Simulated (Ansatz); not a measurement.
# C₂H₁₀BNSi: basis-set convergence

One table from this session's results is given with a row withheld; the runs are named, their logs left out.

Method: one geometry, several basis sets; program: Ansatz 0.2.0, Gaussian basis.

Plan: PBE0-D4/def2-SVP; ωB97M-V/def2-SVP; PBE0-D4/def2-QZVPP; ωB97M-V/def2-QZVPP; the functionals' def2-TZVPP values are taken from earlier runs.

## The relaxed structure

An earlier PBE0-D4 in a triple-zeta def2 set relaxation fixed the geometry.

SMILES `CB(C)N[SiH3]`, 15 atoms, charge 0, spin multiplicity 1.

Atoms are counted from 1 here; the program's logs count them from 0.

Bond lengths: C1–B2 1.576 Å, C1–H6 1.095 Å, C1–H7 1.093 Å, C1–H8 1.096 Å, B2–C3 1.578 Å, B2–N4 1.415 Å, C3–H9 1.094 Å, C3–H10 1.094 Å, C3–H11 1.097 Å, N4–Si5 1.739 Å, N4–H12 1.010 Å, Si5–H13 1.486 Å, Si5–H14 1.486 Å, Si5–H15 1.486 Å. Angles: B2–C1–H6 111.2°, B2–C1–H7 114.4°, B2–C1–H8 109.8°, H6–C1–H7 108.0°, H6–C1–H8 105.5°, H7–C1–H8 107.5°, C1–B2–C3 120.0°, C1–B2–N4 120.0°, C3–B2–N4 120.0°, B2–C3–H9 111.2°, B2–C3–H10 115.5°, B2–C3–H11 109.2°, H9–C3–H10 107.7°, H9–C3–H11 105.8°, H10–C3–H11 107.0°, B2–N4–Si5 127.6°, B2–N4–H12 116.6°, Si5–N4–H12 115.9° and more.

Set-up of the first run:

Contents of in.yaml:

```yaml
crystal:
  periodic: [false, false, false]
  atoms:
    - {symbol: C, position_ang: [-1.162983, -1.794116, -0.063741]}
    - {symbol: B, position_ang: [-0.318487, -0.476145, 0.118680]}
    - {symbol: C, position_ang: [-0.038526, 0.088478, 1.564906]}
    - {symbol: N, position_ang: [0.195079, 0.197363, -1.014517]}
    - {symbol: Si, position_ang: [1.135471, 1.660084, -1.043139]}
    - {symbol: H, position_ang: [-0.791759, -2.595252, 0.583692]}
    - {symbol: H, position_ang: [-1.190861, -2.173568, -1.088876]}
    - {symbol: H, position_ang: [-2.198278, -1.618009, 0.251084]}
    - {symbol: H, position_ang: [-0.945794, 0.076253, 2.176453]}
    - {symbol: H, position_ang: [0.374162, 1.100660, 1.602756]}
    - {symbol: H, position_ang: [0.674780, -0.568438, 2.077080]}
    - {symbol: H, position_ang: [0.002539, -0.220111, -1.913849]}
    - {symbol: H, position_ang: [1.447280, 1.951246, -2.466906]}
    - {symbol: H, position_ang: [0.388758, 2.808269, -0.466000]}
    - {symbol: H, position_ang: [2.407117, 1.512686, -0.288324]}
basis:
  gaussian: {orbitals: def2-SVP}
hamiltonian: {xc: pbe0, dispersion: d4}
output: {orbitals: {seedname: orbitals}}
```

Steps of the session up to this table: PBE0-D4 in def2-SVP; ωB97M-V in def2-SVP; PBE0-D4 in def2-QZVPP; ωB97M-V in def2-QZVPP.

One of the session's tables, all rows but one given; the rest of the session is left out.

It belongs to the step «Density functionals: the series». 

```
functional       basis  HOMO (eV)  LUMO (eV)
   PBE0-D4    def2-SVP          ?          ?
   PBE0-D4  def2-TZVPP      -8.05       0.37
   PBE0-D4  def2-QZVPP      -8.06       0.13
   ωB97M-V    def2-SVP     -10.23       2.68
   ωB97M-V  def2-TZVPP     -10.35       1.77
   ωB97M-V  def2-QZVPP     -10.37       1.29
```

Estimate the missing values for PBE0-D4, def2-SVP.

**Answer.** HOMO (eV): -7.95; LUMO (eV): 0.67. In the column «HOMO (eV)» it is the highest.
